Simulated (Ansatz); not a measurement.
**GeH₂F (doublet): the correlation ladder at a displaced geometry (v2), cc-pVDZ**

An exercise on one series of results from a longer session: the logs are not shown, and one member is left open.

Method: cc-pVDZ, core rule «outside noble gas», up to 15 orbitals frozen; program: Ansatz 0.2.0, Gaussian basis.

The runs, in order: UHF; CCSD(T) on ROHF; CCSD(T) on UHF; BCCD(T) on ROHF; CISD; CCSDT(Q) on ROHF; CCSDT(Q) on UHF.

30 further runs of the same task are left out: 16 for a known fault of the program, 5 that didn't finish, 9 set aside as unsound or not needed.

## The geometry

The geometry is a PBE0/def2-TZVP stationary point (not a proven minimum) with its atoms shifted at random (size 0.100 Å). No spin-orbit coupling is included. The filled d shell of Ge may be among the frozen orbitals whatever the setting's name suggests; the logs give the count.

4 atoms, charge 0, spin multiplicity 2.

Atoms are counted from 1 here; the program's logs count them from 0.

Bond lengths: Ge1–F2 1.733 Å, Ge1–H3 1.532 Å, Ge1–H4 1.488 Å. Angles: F2–Ge1–H3 108.5°, F2–Ge1–H4 109.5°, H3–Ge1–H4 114.1°.

The first run:

File in.yaml:

```yaml
crystal:
  periodic: [false, false, false]
  atoms:
    - {symbol: Ge, position_ang: [0.000386, -0.000586, 0.341244]}
    - {symbol: F, position_ang: [-0.073283, 0.007787, -1.390057]}
    - {symbol: H, position_ang: [0.635187, -1.318783, 0.794946]}
    - {symbol: H, position_ang: [0.718295, 1.214242, 0.813159]}
basis:
  gaussian: {orbitals: cc-pVDZ}
magnetization: {spin_polarized: true, initial_magnetization: 1}
hamiltonian: {xc: hf}
output: {orbitals: {seedname: orbitals}}
```

Started as:

```
$ ansatz run in.yaml --threads 1 --pin off --events-out ev --progress --plain --max-ram 2393MiB
```

Steps of the session up to this table: UHF; CCSD(T) on ROHF; CCSD(T) on UHF; BCCD(T) on ROHF; CISD; CCSDT(Q) on ROHF; CCSDT(Q) on UHF.

One table of the session follows, with a row left open; its other results are not shown here.

```
   method  from UCCSDT(Q) (meV)
     ROHF               +8083.0
      UHF               +8045.5
     RMP2                +678.9
     UMP2                +671.8
    RCCSD                +170.5
    UCCSD                +166.3
 RCCSD(T)                 +36.1
 UCCSD(T)                 +32.3
  BCCD(T)                     ?
   RCCSDT                 +19.7
   UCCSDT                 +15.9
RCCSDT(Q)                  +6.0
UCCSDT(Q)                     0
```

Estimate the missing values for BCCD(T).

As computed: from UCCSDT(Q) (meV): +32.4. In the column «from UCCSDT(Q) (meV)» it lies between UCCSD(T) (+32.3) and RCCSD(T) (+36.1).

Not comparable, so not listed: CISD (they don't share determinant, frozen orbitals or solution with the rows shown, or repeat one).

To keep in mind: Restricted and unrestricted rows rest on different reference determinants; where their highest levels disagree by more than a few hundredths of an eV, they describe different states and don't form one ladder.
